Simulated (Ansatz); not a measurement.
# Y2H2C: the cost of one run

Computed with Ansatz 0.2.0 through its Python package. Level of theory: DFT PBEsol, plane waves, PAW.

## 1. The system

The structure is trigonal, space group P-3m1 (No. 164). Conventional cell: a = 3.656 Å, b = 3.656 Å, c = 5.997 Å, α = 90.00°, β = 90.00°, γ = 120.00°. Y (site symmetry 3m) has 4 H at 2.28 to 2.33 Å and 3 C at 2.51 Å as nearest neighbours. Around H (site symmetry 3m) lie 4 Y at 2.28 to 2.33 Å. C (site symmetry -3m) has 6 Y at 2.51 Å as nearest neighbours.

No structure file is read: the coordinates are typed or built in the script.

## 2. The code

strain_y2h2c.py

```python
"""Energy of Y2H2C under biaxial strain, ions carried with the cell."""

import argparse
import warnings

import ansatz as az
import numpy as np
from tabulate import tabulate

parser = argparse.ArgumentParser(description="Energy of Y2H2C under biaxial strain, ions carried with the cell.")
parser.add_argument("--xc", required=True, help="exchange-correlation functional")
parser.add_argument("--kgrid", type=int, nargs=3, required=True, help="k-point sampling")
args = parser.parse_args()

VECTORS = np.array([
    [3.6556, 0.0, 0.0],
    [-1.8278, 3.165842, 0.0],
    [0.0, 0.0, 5.9973],
])
SITES = [
    ("Y", (1 / 3, 2 / 3, 0.2265)),
    ("Y", (2 / 3, 1 / 3, 0.7735)),
    ("H", (1 / 3, 2 / 3, 0.607)),
    ("H", (2 / 3, 1 / 3, 0.393)),
    ("C", (0.0, 0.0, 0.0)),
]


def crystal_on(cell):
    crystal = az.Crystal(lattice=az.Lattice.of(cell))
    for symbol, position in SITES:
        crystal = crystal.atom(symbol, position)
    return crystal

warnings.simplefilter("ignore", az.DeckWarning)

# clamped ions: the fractional positions stay as typed
values = np.linspace(-0.03, 0.03, 7)
energies = []
for d in values:
    strain = np.diag([d, d, 0])
    cell = VECTORS @ (np.eye(3) + strain)
    setup = (
        crystal_on(cell).calculation()
        .occupations(az.OccupationsMethod.FERMI_DIRAC, width=150 * az.meV)
        .basis(41 * az.Ry)
        .functional(args.xc)
        .kpoints(*args.kgrid)
    )
    report = setup.run().report
    energies.append(report["free_energy_ev"] / len(SITES))
    print(f"d = {d:+.4f}  F = {energies[-1]:.5f} eV/atom")
energies = np.array(energies)

print(tabulate(zip(values, 1000 * (energies - energies.min())), headers=["strain", "dE (meV/atom)"], floatfmt=".3f"))
curvature = 2 * np.polyfit(values, energies, 3)[1]
volume = abs(np.linalg.det(VECTORS)) / len(SITES)
print(f"d2E/dd2 over the volume: {curvature / volume * 160.21766:.1f} GPa")
```

## 3. The calls as engine input

The engine receives this input (first run):

```yaml
crystal:
  lattice:
    - [3.545932, 0.0, 0.0]
    - [-1.772966, 3.07086674, 0.0]
    - [0.0, 0.0, 5.9973]
  atoms:
    - { symbol: "Y", position: [0.3333333333333333, 0.6666666666666666, 0.2265] }
    - { symbol: "Y", position: [0.6666666666666666, 0.3333333333333333, 0.7735] }
    - { symbol: H, position: [0.3333333333333333, 0.6666666666666666, 0.607] }
    - { symbol: H, position: [0.6666666666666666, 0.3333333333333333, 0.393] }
    - { symbol: C, position: [0.0, 0.0, 0.0] }
basis:
  ecutwfc: 557.833418042754
kpoints:
  mp_grid:
    grid: [11, 11, 6]
hamiltonian:
  xc: pbesol
scf:
  occupations:
    method: fermi_dirac
    width: 0.15
```

## 4. Running it

On the command line:

```console
$ python strain_y2h2c.py --xc PBEsol --kgrid 11 11 6
```

What time and memory should one allow on 1 thread of Arm Neoverse V1, shared host?

About 54 s, with a peak of 0.43 GiB.
